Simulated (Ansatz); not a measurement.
# BrClH2SeSi: the cost of one run

Program: the Python package of Ansatz 0.2.0. Level of theory: MP2/cc-pVDZ. These are calculated values, not measurements.

## 1. The system

Bond lengths: Cl1–Si2 2.078 Å, Si2–Se3 2.252 Å, Si2–Br4 2.273 Å, Si2–H5 1.475 Å, Se3–H6 1.532 Å. Angles: Cl1–Si2–Se3 108.5°, Cl1–Si2–Br4 110.0°, Cl1–Si2–H5 111.7°, Se3–Si2–Br4 108.1°, Se3–Si2–H5 109.4°, Br4–Si2–H5 109.0°, Si2–Se3–H6 92.2°.

brclh2sesi.xyz, read by the script:

```xyz
6

Cl   -1.71790   -0.96490    0.81330
Si   -0.21040   -0.20570   -0.39810
Se    1.47970    0.49420    0.91580
Br    0.58770   -1.83900   -1.76300
H    -0.68720    0.91980   -1.22300
H     0.59010    1.53150    1.60890
```

## 2. The code

The input, brclh2sesi_spin.py:

```python
"""Vertical spin-state energies of BrClH2SeSi."""

import ansatz as az

brclh2sesi = az.Crystal.molecule_from_extxyz("brclh2sesi.xyz")

setup = brclh2sesi.calculation().basis(gaussian="cc-pVDZ").correlation("MP2")
found = {}
for unpaired in [0, 2, 4]:
    summary = setup.spin("collinear", total=unpaired).run(threads=1, backend="cpu").report
    s = unpaired / 2
    found[unpaired] = summary["free_energy_ev"]
    print(f"2S+1 = {unpaired + 1}: E = {found[unpaired]:.5f} eV, <S^2> = {abs(summary['mean_field']['state']['spin_squared']):.3f} (pure state {s * (s + 1):.2f})")
lowest = min(found, key=found.get)
for unpaired, e in found.items():
    print(f"multiplicity {unpaired + 1}: {(e - found[lowest]):.3f} eV above the lowest")
```

## 3. What the engine is handed

The package turns the script's settings into the engine's input (first run):

```yaml
crystal:
  periodic: [false, false, false]
  atoms:
    - { symbol: Cl, position_ang: [-1.7179, -0.9649, 0.8133] }
    - { symbol: Si, position_ang: [-0.2104, -0.2057, -0.3981] }
    - { symbol: Se, position_ang: [1.4797, 0.4942, 0.9158] }
    - { symbol: Br, position_ang: [0.5877, -1.839, -1.763] }
    - { symbol: H, position_ang: [-0.6872, 0.9198, -1.223] }
    - { symbol: H, position_ang: [0.5901, 1.5315, 1.6089] }
basis:
  gaussian:
    orbitals: cc-pVDZ
magnetization:
  spin_polarized: true
  initial_magnetization: 0.0
correlation:
  method: mp2
```

## 4. Running it

Run with:

```console
$ python brclh2sesi_spin.py
```

**Question.** How long does this script take on 1 thread of Intel Xeon Platinum 8259CL at 2.50GHz (Skylake/Cascade Lake), shared host, and how much memory does it need?

About 2.3 min, with a peak of 0.53 GiB.
